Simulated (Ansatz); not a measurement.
# CH₅AsO (SMILES OC[AsH2]): single points off equilibrium

One table from this session's results is given with a row withheld; the runs are named, their logs left out.

Computed with Ansatz 0.2.0, Gaussian basis. Level: single points in def2-TZVPP.

Cores are frozen in the correlated methods. Filled d shells of the heavier atoms are correlated. B3LYP uses VWN-RPA correlation.

### The starting structure

SMILES `OC[AsH2]`, 8 atoms, charge 0, spin multiplicity 1.

Atoms are counted from 1 here; the program's logs count them from 0.

Bond lengths: O1–C2 1.404 Å, O1–H4 0.980 Å, C2–As3 1.997 Å, C2–H5 1.121 Å, C2–H6 1.108 Å, As3–H7 1.489 Å, As3–H8 1.493 Å. Angles: C2–O1–H4 107.7°, O1–C2–As3 113.0°, O1–C2–H5 112.2°, O1–C2–H6 105.4°, As3–C2–H5 109.9°, As3–C2–H6 109.4°, H5–C2–H6 106.7°, C2–As3–H7 93.3°, C2–As3–H8 94.1°, H7–As3–H8 89.3°.

Geometry (Å):

```
O    -1.4234    0.7587   -0.4113
C    -0.1357    0.6317    0.1334
As    0.9844   -0.7216   -0.8164
H    -1.8864   -0.0948   -0.2818
H    -0.1613    0.4027    1.2305
H     0.3289    1.6319    0.0286
H     0.3078   -1.8723   -0.1574
H     2.0345   -0.7555    0.2447
```

The first run:

run/in.yaml

```yaml
crystal:
  periodic: [false, false, false]
  atoms:
    - {symbol: O, position_ang: [-1.423400, 0.758700, -0.411300]}
    - {symbol: C, position_ang: [-0.135700, 0.631700, 0.133400]}
    - {symbol: As, position_ang: [0.984400, -0.721600, -0.816400]}
    - {symbol: H, position_ang: [-1.886400, -0.094800, -0.281800]}
    - {symbol: H, position_ang: [-0.161300, 0.402700, 1.230500]}
    - {symbol: H, position_ang: [0.328900, 1.631900, 0.028600]}
    - {symbol: H, position_ang: [0.307800, -1.872300, -0.157400]}
    - {symbol: H, position_ang: [2.034500, -0.755500, 0.244700]}
basis:
  gaussian: {orbitals: def2-TZVPP}
correlation: {method: ccsd_t}
output: {forces: true}
```

No record of the launch command was kept for these runs.

Steps of the session up to this table: CCSD(T)/def2-TZVPP; PBE0-D4/def2-TZVPP; wB97M-V/def2-TZVPP; r2SCAN-D4/def2-TZVPP; PBE-D4/def2-TZVPP; B3LYP-D4/def2-TZVPP; B97M-V/def2-TZVPP.

One table of the session follows, with a row left open; its other results are not shown here.

| method | RMS force component (eV/Å) | angle to CCSD(T) forces (°) | dipole (D) |
| --- | --- | --- | --- |
| CCSD(T) | 0.526 | reference | 1.54 |
| PBE0-D4 | 0.516 | 17.0 | 1.53 |
| wB97M-V | 0.525 | 6.5 | 1.49 |
| r2SCAN-D4 | ? | ? | ? |
| PBE-D4 | 0.500 | 27.7 | 1.43 |
| B3LYP-D4 | 0.551 | 12.0 | 1.45 |
| B97M-V | 0.550 | 11.9 | 1.37 |

Estimate the missing values for r2SCAN-D4.

**Answer.** RMS force component (eV/Å): 0.503; angle to CCSD(T) forces (°): 10.9; dipole (D): 1.52. In the column «RMS force component (eV/Å)» it lies between PBE-D4 (0.500) and PBE0-D4 (0.516).
